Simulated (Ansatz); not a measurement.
# C₂H₁₂BNSi₂: a ladder of functionals and wavefunction methods

One table from this session's results is given with a row withheld; the runs are named, their logs left out.

Computed with Ansatz 0.2.0, Gaussian basis. Level: functionals in def2-TZVPP, the program's frozen cores in correlated methods.

Levels to be run: LDA (SPW92), PBE-D4, revPBE-D4, BLYP-D4, r2SCAN-D4, B97M-V, PBE0-D4, B3LYP-D4, r2SCANh-D4, r2SCAN0-D4, HSE06-D4, BHLYP-D4, CAM-B3LYP-D4, LC-ωPBE, ωB97X-V, ωB97M-V, B2PLYP, PBE-QIDH; CCSD(T)/def2-SVP; MP2/def2-TZVPP; RPA on PBE.

1 further run of the same task is left out (it didn't finish). Runs told in other sessions of the task aren't counted.

## Structure used throughout

All runs share one geometry, relaxed beforehand with PBE0-D4 in a triple-zeta def2 set.

SMILES `BN([SiH3])[SiH](C)C`, 18 atoms, charge 0, spin multiplicity 1.

Atoms are counted from 1 here; the program's logs count them from 0.

Bond lengths: B1–N2 1.406 Å, B1–H7 1.199 Å, B1–H8 1.203 Å, N2–Si3 1.748 Å, N2–Si4 1.768 Å, Si3–H9 1.487 Å, Si3–H10 1.482 Å, Si3–H11 1.487 Å, Si4–C5 1.862 Å, Si4–C6 1.862 Å, Si4–H12 1.493 Å, C5–H13 1.092 Å, C5–H14 1.093 Å, C5–H15 1.093 Å, C6–H16 1.093 Å, C6–H17 1.093 Å, C6–H18 1.092 Å. Angles: N2–B1–H7 120.7°, N2–B1–H8 119.5°, H7–B1–H8 119.8°, B1–N2–Si3 122.0°, B1–N2–Si4 118.9°, Si3–N2–Si4 119.1°, N2–Si3–H9 110.1°, N2–Si3–H10 109.0°, N2–Si3–H11 110.1°, H9–Si3–H10 109.9°, H9–Si3–H11 107.9°, H10–Si3–H11 109.9°, N2–Si4–C5 110.3°, N2–Si4–C6 110.3°, N2–Si4–H12 104.8°, C5–Si4–C6 112.1°, C5–Si4–H12 109.6°, C6–Si4–H12 109.6° and more.

Set-up of the first run:

File in.yaml:

```yaml
crystal:
  periodic: [false, false, false]
  atoms:
    - {symbol: B, position_ang: [0.002240, 1.039297, 1.645722]}
    - {symbol: N, position_ang: [-0.128667, -0.179882, 0.958687]}
    - {symbol: Si, position_ang: [-0.459182, -1.681792, 1.789845]}
    - {symbol: Si, position_ang: [0.046599, -0.192658, -0.800129]}
    - {symbol: C, position_ang: [-1.272411, 0.858997, -1.588417]}
    - {symbol: C, position_ang: [1.759314, 0.356193, -1.282310]}
    - {symbol: H, position_ang: [-0.110380, 1.085101, 2.838742]}
    - {symbol: H, position_ang: [0.229744, 2.046015, 1.027289]}
    - {symbol: H, position_ang: [-1.732036, -2.270231, 1.295103]}
    - {symbol: H, position_ang: [-0.558180, -1.415696, 3.244636]}
    - {symbol: H, position_ang: [0.628507, -2.661080, 1.527011]}
    - {symbol: H, position_ang: [-0.150305, -1.619353, -1.193649]}
    - {symbol: H, position_ang: [-2.268315, 0.510368, -1.305694]}
    - {symbol: H, position_ang: [-1.196295, 0.822325, -2.678335]}
    - {symbol: H, position_ang: [-1.174445, 1.901494, -1.275790]}
    - {symbol: H, position_ang: [1.940954, 1.384723, -0.960967]}
    - {symbol: H, position_ang: [1.888962, 0.310946, -2.366855]}
    - {symbol: H, position_ang: [2.516397, -0.283366, -0.822889]}
basis:
  gaussian: {orbitals: def2-TZVPP}
hamiltonian: {xc: lda}
output: {orbitals: {seedname: orbitals}}
```

On the command line:

```bash
ansatz run in.yaml --threads 4 --pin off --events-out ev --progress --plain --max-ram 11315MiB
```

Among the steps run: LDA; PBE-D4 (GGA); revPBE-D4 (GGA); BLYP-D4 (GGA); r2SCAN-D4 (meta-GGA); B97M-V (meta-GGA); PBE0-D4 (hybrid); B3LYP-D4 (hybrid); r2SCANh-D4 (hybrid); r2SCAN0-D4 (hybrid); HSE06-D4 (hybrid); BHLYP-D4 (hybrid); CAM-B3LYP-D4 (range-separated); LC-ωPBE (range-separated); ωB97X-V (range-separated); ωB97M-V (range-separated); B2PLYP (double hybrid); PBE-QIDH (double hybrid).

One of the session's tables, all rows but one given; the rest of the session is left out.

It belongs to the step «Frontier levels by functional». 

```
  functional  HOMO (eV)  gap (eV)
 LDA (SPW92)      -7.02      5.37
      PBE-D4      -6.90      5.51
   revPBE-D4      -6.85      5.57
     BLYP-D4      -6.77      5.53
   r2SCAN-D4      -7.15      6.10
      B97M-V      -7.28      6.08
     PBE0-D4      -8.12      7.69
    B3LYP-D4      -7.90      7.26
  r2SCANh-D4      -7.61      6.89
  r2SCAN0-D4      -8.30      8.06
    HSE06-D4      -7.72      6.91
    BHLYP-D4      -9.26      9.80
CAM-B3LYP-D4      -9.46     10.09
     LC-ωPBE     -10.81     12.60
     ωB97X-V     -10.47     12.12
     ωB97M-V          ?         ?
```

Estimate the missing values for ωB97M-V.

**Answer.** HOMO (eV): -10.37; gap (eV): 11.74. In the column «HOMO (eV)» it lies between ωB97X-V (-10.47) and CAM-B3LYP-D4 (-9.46).
